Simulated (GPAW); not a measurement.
HfGe:

```
Hf Ge
1.0
     3.50084    0.00000    0.00000
     0.00000    3.50084    0.00000
     0.00000    0.00000    3.50084
Hf Ge
1 1
Direct
  0.00000 0.00000 0.00000
  0.50000 0.50000 0.50000
```

The cell was built by a generator and needn't be a form met in nature.

Base run:

- Program: GPAW 26.7.0
- Functional: BLYP
- Potentials or basis: PAW data sets generated in the run's folder for this functional
- Cutoff: 600 eV
- Basis: pw
- k mesh: 8 × 8 × 8
- Occupations: fermi-dirac, width 0.05 eV
- Spin: no spin polarisation

Its results: band gap on the k mesh none (metal or under the smearing width); pressure -7.0 GPa.

Question: After a change of settings the same cell gave: band gap on the k mesh none (metal or under the smearing width); pressure -15.0 GPa. Which change was it?
A. functional from BLYP to PBE; potentials or basis from PAW data sets generated in the run's folder for this functional to GPAW PAW data sets (gpaw-data 1.2.1)
B. functional from BLYP to PBEsol
C. functional from BLYP to LDA; potentials or basis from PAW data sets generated in the run's folder for this functional to the program's PAW data sets (release 1.2.1) made for this functional

Answer: B.

PBEsol binds more tightly than BLYP, so the same cell stands under less pressure.
